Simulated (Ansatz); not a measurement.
# LiYB4H16: the cost of one run

Method: DFT, PBE, plane-wave PAW, default files, scalar-relativistic, as far as a step names no other, in Ansatz 0.2.0.

## 1. The structure to begin with

Symmetry: P-42c, No. 112, tetragonal system. Conventional cell: a = 6.127 Å, b = 6.127 Å, c = 12.213 Å, α = 90.00°, β = 90.00°, γ = 90.00°. Li (site symmetry 222) has 8 H at 2.10 to 2.24 Å as nearest neighbours. Y (site symmetry 222) has 12 H at 2.31 to 2.35 Å and 4 B at 2.48 Å as nearest neighbours. B (site symmetry 1) is surrounded by 4 H at 1.21 to 1.25 Å. H (site symmetry 1) is surrounded by 1 B at 1.24 Å. H (site symmetry 1) is surrounded by 1 B at 1.25 Å. Around H (site symmetry 1) lie 1 B at 1.21 Å.

Structure file:

```xyz
44
Lattice="6.1273 0.0000 0.0000 0.0000 6.1273 0.0000 0.0000 0.0000 12.2127" Properties=species:S:1:pos:R:3 pbc="T T T"
Li    0.0000    0.0000    9.1595
Li    0.0000    0.0000    3.0532
Y     3.0637    3.0637    9.1595
Y     3.0637    3.0637    3.0532
B     4.5505    4.5783   10.4465
B     1.5768    1.5490   10.4465
B     4.5505    1.5490    7.8725
B     1.5768    4.5783    7.8725
B     4.5783    1.5768    1.7662
B     1.5490    4.5505    1.7662
B     1.5490    1.5768    4.3402
B     4.5783    4.5505    4.3402
H     3.3987    5.0166   10.3448
H     2.7286    1.1108   10.3448
H     3.3987    1.1108    7.9742
H     2.7286    5.0166    7.9742
H     5.0166    2.7286    1.8679
H     1.1108    3.3987    1.8679
H     1.1108    2.7286    4.2385
H     5.0166    3.3987    4.2385
H     4.9651    4.3863    9.2876
H     1.1622    1.7410    9.2876
H     4.9651    1.7410    9.0314
H     1.1622    4.3863    9.0314
H     4.3863    1.1622    2.9251
H     1.7410    4.9651    2.9251
H     1.7410    1.1622    3.1813
H     4.3863    4.9651    3.1813
H     4.5027    3.4559   10.9701
H     1.6246    2.6714   10.9701
H     4.5027    2.6714    7.3489
H     1.6246    3.4559    7.3489
H     3.4559    1.6246    1.2426
H     2.6714    4.5027    1.2426
H     2.6714    1.6246    4.8638
H     3.4559    4.5027    4.8638
H     5.2585    5.3350   11.0632
H     0.8688    0.7923   11.0632
H     5.2585    0.7923    7.2558
H     0.8688    5.3350    7.2558
H     5.3350    0.8688    1.1495
H     0.7923    5.2585    1.1495
H     0.7923    0.8688    4.9569
H     5.3350    5.2585    4.9569
```

## 2. Gradients at the starting positions

Input file input.yaml:

```yaml
crystal:
  lattice:
    - [6.12731489, 0.0, 0.0]
    - [0.0, 6.12731489, 0.0]
    - [0.0, 0.0, 12.21268945]
  atoms:
    - { symbol: Li, position: [0.0, 0.0, 0.75] }
    - { symbol: Li, position: [0.0, 0.0, 0.25] }
    - { symbol: "Y", position: [0.5, 0.5, 0.75] }
    - { symbol: "Y", position: [0.5, 0.5, 0.25] }
    - { symbol: B, position: [0.74265751, 0.74720123, 0.85538279] }
    - { symbol: B, position: [0.25734249, 0.25279877, 0.85538279] }
    - { symbol: B, position: [0.74265751, 0.25279877, 0.64461721] }
    - { symbol: B, position: [0.25734249, 0.74720123, 0.64461721] }
    - { symbol: B, position: [0.74720123, 0.25734249, 0.14461721] }
    - { symbol: B, position: [0.25279877, 0.74265751, 0.14461721] }
    - { symbol: B, position: [0.25279877, 0.25734249, 0.35538279] }
    - { symbol: B, position: [0.74720123, 0.74265751, 0.35538279] }
    - { symbol: H, position: [0.554688, 0.81871989, 0.84705561] }
    - { symbol: H, position: [0.445312, 0.18128011, 0.84705561] }
    - { symbol: H, position: [0.554688, 0.18128011, 0.65294439] }
    - { symbol: H, position: [0.445312, 0.81871989, 0.65294439] }
    - { symbol: H, position: [0.81871989, 0.445312, 0.15294439] }
    - { symbol: H, position: [0.18128011, 0.554688, 0.15294439] }
    - { symbol: H, position: [0.18128011, 0.445312, 0.34705561] }
    - { symbol: H, position: [0.81871989, 0.554688, 0.34705561] }
    - { symbol: H, position: [0.81032383, 0.71585748, 0.76048784] }
    - { symbol: H, position: [0.18967617, 0.28414252, 0.76048784] }
    - { symbol: H, position: [0.81032383, 0.28414252, 0.73951216] }
    - { symbol: H, position: [0.18967617, 0.71585748, 0.73951216] }
    - { symbol: H, position: [0.71585748, 0.18967617, 0.23951216] }
    - { symbol: H, position: [0.28414252, 0.81032383, 0.23951216] }
    - { symbol: H, position: [0.28414252, 0.18967617, 0.26048784] }
    - { symbol: H, position: [0.71585748, 0.81032383, 0.26048784] }
    - { symbol: H, position: [0.73485215, 0.56402206, 0.8982573] }
    - { symbol: H, position: [0.26514785, 0.43597794, 0.8982573] }
    - { symbol: H, position: [0.73485215, 0.43597794, 0.6017427] }
    - { symbol: H, position: [0.26514785, 0.56402206, 0.6017427] }
    - { symbol: H, position: [0.56402206, 0.26514785, 0.1017427] }
    - { symbol: H, position: [0.43597794, 0.73485215, 0.1017427] }
    - { symbol: H, position: [0.43597794, 0.26514785, 0.3982573] }
    - { symbol: H, position: [0.56402206, 0.73485215, 0.3982573] }
    - { symbol: H, position: [0.85820842, 0.87069688, 0.90587975] }
    - { symbol: H, position: [0.14179158, 0.12930312, 0.90587975] }
    - { symbol: H, position: [0.85820842, 0.12930312, 0.59412025] }
    - { symbol: H, position: [0.14179158, 0.87069688, 0.59412025] }
    - { symbol: H, position: [0.87069688, 0.14179158, 0.09412025] }
    - { symbol: H, position: [0.12930312, 0.85820842, 0.09412025] }
    - { symbol: H, position: [0.12930312, 0.14179158, 0.40587975] }
    - { symbol: H, position: [0.87069688, 0.85820842, 0.40587975] }
kpoints:
  mp_grid: { grid: [5, 5, 3] }
scf:
  occupations: { method: fermi_dirac, width: 0.02 }
hamiltonian:
  xc: pbe
  pseudopotentials: { kind: paw }
output:
  forces: true
  stress: true
  populations: true
  efg:
    quadrupole_moments_barn: { Li: -0.0401, B: 0.04059, H: 0.00285783 }
    contact_densities: true
```

Launch:

```bash
$ ansatz run input.yaml --threads 1 --pin off --max-ram 2560MiB --backend cpu --events-out ev --progress --plain --runs-dir out
```

**Question.** How long does this run take on 1 thread of Arm Neoverse V1, shared host, and how much memory does it need?

About 75 s, with a peak of 0.83 GiB.
